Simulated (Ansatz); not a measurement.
This script makes an atomisation energy of ClH₄SbSi, SMILES Cl[SiH2][SbH2] with the Ansatz DFT code, driven from Python.

Script `run_tae.py`:
```python
"""Energy to split ClH4SbSi into its atoms."""

from collections import Counter

import ansatz as az


def total_energy(molecule, charge=0, unpaired=0):
    calc = (
        molecule.calculation()
        .basis(gaussian="def2-SVPD")
        .functional("r2SCAN")
    )
    if charge:
        calc = calc.charge(charge)
    if unpaired:
        calc = calc.spin("collinear", total=unpaired)
    report = calc.run().report
    if report["published_state_doubts"]:
        print("  doubts:", report["published_state_doubts"])
    return report["free_energy_ev"]


def main() -> None:
    geometry_ang = [
        ("Cl", [-1.7602, -1.1531, 0.5688]),
        ("Si", [-0.5749, -0.0713, -0.7746]),
        ("Sb", [1.4883, 0.6602, 0.4125]),
        ("H", [-0.1376, -0.9356, -1.9009]),
        ("H", [-1.2792, 1.1077, -1.2992]),
        ("H", [0.5839, 1.2577, 1.7966]),
        ("H", [1.7409, -0.9336, 1.1512]),
    ]
    geometry = az.Crystal.molecule()
    for symbol, xyz in geometry_ang:
        geometry = geometry.atom(symbol, xyz)

    # Hund ground states
    unpaired = {"Cl": 1, "Si": 2, "Sb": 3, "H": 1}
    counts = Counter(site.symbol for site in geometry.cartesian_sites)
    atom_energy = {s: total_energy(az.Crystal.molecule().atom(s, (0, 0, 0)), 0, unpaired[s]) for s in counts}
    whole = total_energy(geometry, 0, 0)
    for s, e in atom_energy.items():
        print(f"{s:2s} x{counts[s]}  {e:14.5f} eV")
    print(f"ClH4SbSi: {whole:.5f} eV")
    split = sum(counts[s] * e for s, e in atom_energy.items()) - whole
    print(f"atomisation energy (no zero-point term): {23.060548 * split:.1f} kcal/mol, {split / sum(counts.values()):.3f} eV an atom")


if __name__ == "__main__":
    main()
```

What does it cost to take this molecule apart into atoms?

420.8 kcal/mol from the electronic energies, without the zero-point term.

The output:

Running `python run_tae.py` prints:
```text
Cl x1    -12516.34109 eV
Si x1     -7870.77625 eV
Sb x1     -6539.04778 eV
H  x4       -13.58417 eV
ClH4SbSi: -26998.75071 eV
atomisation energy (no zero-point term): 420.8 kcal/mol, 2.607 eV an atom
```

Total energies depend on the basis set; only differences at equal settings carry meaning. The geometry is a force-field or estimated start, not a minimum of this method, and the basis set is short of its limit. All parts are taken at fixed geometry, without zero-point energy. def2 sets replace the cores of elements past krypton by effective core potentials. The spin-orbit lowering of heavy atoms is left out. Timing: 9.4 s on 1 thread of Intel(R) Xeon(R) Platinum 8488C (Sapphire Rapids), on a shared host, peak memory 0.23 GiB.

(Lines on the test bed's own set-up are left out of the output.)
